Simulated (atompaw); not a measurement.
# As: generating and testing a PAW (atompaw) potential

Do these settings give a usable potential? It is generated, then checked for scattering, ghosts and hardness.

Method: atompaw 4.2.0.5, PBE, scalar-relativistic.

**1. Starting point**

The settings as typed:

```
element                 : arsenic (As, Z = 33)
type                    : PAW
frozen core             : [Ne] 3s2
valence charge          : 21
reference configuration : 3p6 3d10 4s2 4p0 (charge +3)
partial waves           : 4s (bound): rc 1.45 bohr; 4s channel at 0.6 Ry: rc 1.45 bohr; 3p (bound): rc 0.95 bohr; 4p (bound, empty): rc 1.20 bohr; 3d (bound): rc 1.45 bohr; 3d channel at -3.2 Ry: rc 1.05 bohr
local potential         : troulliermartins scheme with l = 3 at 0.5 Ry, radius 1.30 bohr
core correction         : smooth core density matched at 0.80 bohr
augmentation charge     : besselshape compensation charge, radius 1.35 bohr; PAW radius 1.45 bohr; waves and projectors: custom rrkj gramschmidtortho
```

The nodes and maxima of the atom's own shells, from an earlier all-electron run, set the scale for the radii.

All-electron outer shells of the reference configuration (PBE, scalar-relativistic, ld1.x):

| shell | level (eV) | outermost node (bohr) | outermost maximum (bohr) |
| --- | --- | --- | --- |
| 3s | -224.72 | 0.25 | 0.52 |
| 3p | -168.08 | 0.22 | 0.52 |
| 3d | -74.92 | – | 0.47 |
| 4s | -44.43 | 0.73 | 1.53 |
| 4p | -32.87 | 0.77 | 1.74 |
| 4f | -9.15 | – | 4.02 |

**2. Generation**

Contents of As.input:

```
As 33
GGA-PBE scalarrelativistic loggrid 1500 logderivrange -14 5 476
4 4 3 0 0 0
4 1 0
0 0 0
c
c
c
v
c
v
v
v
2
1.45 1.35 1.30 0.80
y
0.6
n
n
y
-3.2
n
custom rrkj gramschmidtortho besselshape
3 0.5 troulliermartins
1.45
1.45
0.95
1.20
1.45
1.05
PWSCFOUT
UPFDX 0.0125d0 UPFXMIN -7.d0 UPFZMESH 33.d0
END
```

Started as:

```sh
$ atompaw < As.input > As.log
```

**Question.** What will these runs give? Wanted: cutoffs for 10 and 1 mRy, occupied levels; bound ghosts; largest phase difference near zero energy, channels read; lowest eigenvalue of the overlap; share of valence orbitals outside the PAW sphere; UPF file.

As calculated:

| quantity | value |
| --- | --- |
| cutoffs for 10 and 1 mRy, occupied levels | 140 Ry and 230 Ry |
| bound ghosts | s at -86.41 eV |
| largest phase difference near zero energy, channels read | 0.023 rad |
| lowest eigenvalue of the overlap (Bessel basis) | 0.497 (s) |
| share of valence orbitals outside the PAW sphere | 4s 67 %, 3p 1 %, 4p 79 %, 3d 3 % |
| UPF file | written |

In words: A bound ghost (s) makes it unfit for use: electrons can fall into a state that the atom doesn't have. By its cutoff, 140 Ry for the looser tolerance, it is very hard. The slowest occupied level is 3p: taken alone it needs 140 Ry to come within 1 mRy, against 55 Ry for 3d. Near zero energy the phases of the channels with partial waves agree within 0.023 rad. The pseudo curves have a pole with no partner nearby in the atom's: s at -6.34 Ry. All of this concerns the isolated atom, not yet a solid.
